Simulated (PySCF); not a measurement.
# A diatomic session: AsF−

The task here is to estimate one member of a computed series from the others.

Computed with PySCF 2.14.0. Level: As def2-TZVPPD, F def2-TZVPPD, no relativity.

The first run:

The job is set up so:

```
atoms                         : As, F
charge                        : -1
basis                         : As def2-TZVPPD, F def2-TZVPPD
Hamiltonian                   : no relativity
basis functions               : 94
electrons treated             : 43
masses in u                   : 74.9216, 18.9984
levels                        : PBE0, PBE, r²SCAN, B97-3, PBEsol, PW91, B3LYP, revPBE, HSE06, HF, MP2, SCS-MP2, CCSD, CCSD(T)
grid                          : 80 radial by 434 angular points
occupations                   : held fixed by the projection of orbital angular momentum
dissociation limit            : As + F−, each in its ground configuration
starting distance in angstrom : 1.890
values of 2S to try           : 1, 3
```

Command:

```
> OMP_NUM_THREADS=2 python dia.py task.json out
```

Steps of the session up to this table: Set-up; PBE0 along the bond; Higher solutions at PBE0; PBE (GGA); r²SCAN (meta-GGA); B97-3 (global hybrid GGA); PBEsol; PW91 (GGA); B3LYP; revPBE (GGA); HSE06 (range-separated hybrid); UHF; MP2 and coupled cluster.

One of the session's tables, all rows but one given; the rest of the session is left out.

Energy (eV) from each level's lowest point:

| R (Å) | UHF | UHF-MP2 | UHF-SCS-MP2 | UHF-CCSD | UHF-CCSD(T) |
| --- | --- | --- | --- | --- | --- |
| 1.594 | 0.698 | 0.866 | 0.883 | n/a | n/a |
| 1.668 | 0.267 | 0.379 | 0.392 | 0.355 | 0.382 |
| 1.742 | 0.057 | 0.118 | 0.125 | 0.104 | 0.120 |
| 1.797 | 0.000 | 0.026 | 0.030 | 0.020 | 0.027 |
| 1.853 | 0.004 | 0.000 | 0.000 | 0.000 | 0.000 |
| 1.909 | 0.052 | 0.023 | 0.019 | 0.028 | 0.021 |
| 1.983 | ? | ? | ? | ? | ? |
| 2.075 | 0.351 | 0.270 | 0.253 | 0.287 | 0.259 |
| 2.187 | 0.606 | 0.511 | 0.485 | 0.529 | 0.491 |
| 2.335 | 0.952 | 0.857 | 0.822 | n/a | n/a |

Q: Estimate the row for R (Å) = 1.983 from the others.

Worked estimate for «UHF». A straight line through the neighbours (1.909, 0.052) and (2.075, 0.351) gives 0.052 + (0.351 − 0.052) × (1.983 − 1.909) / (2.075 − 1.909) = 0.185; a parabola fitted to 4 rows on both sides gives 0.172.

**Answer.** UHF: 0.164; UHF-MP2: 0.107; UHF-SCS-MP2: 0.098; UHF-CCSD: 0.119; UHF-CCSD(T): 0.102. In «UHF» the line misses by +0.021 and the parabola by +0.008.

Limits of these values: Lowest PBE0 solution found, without spin–orbit coupling: ²Π (doublet), unpaired electrons π ↑. Warnings in the runs' records: inverted.
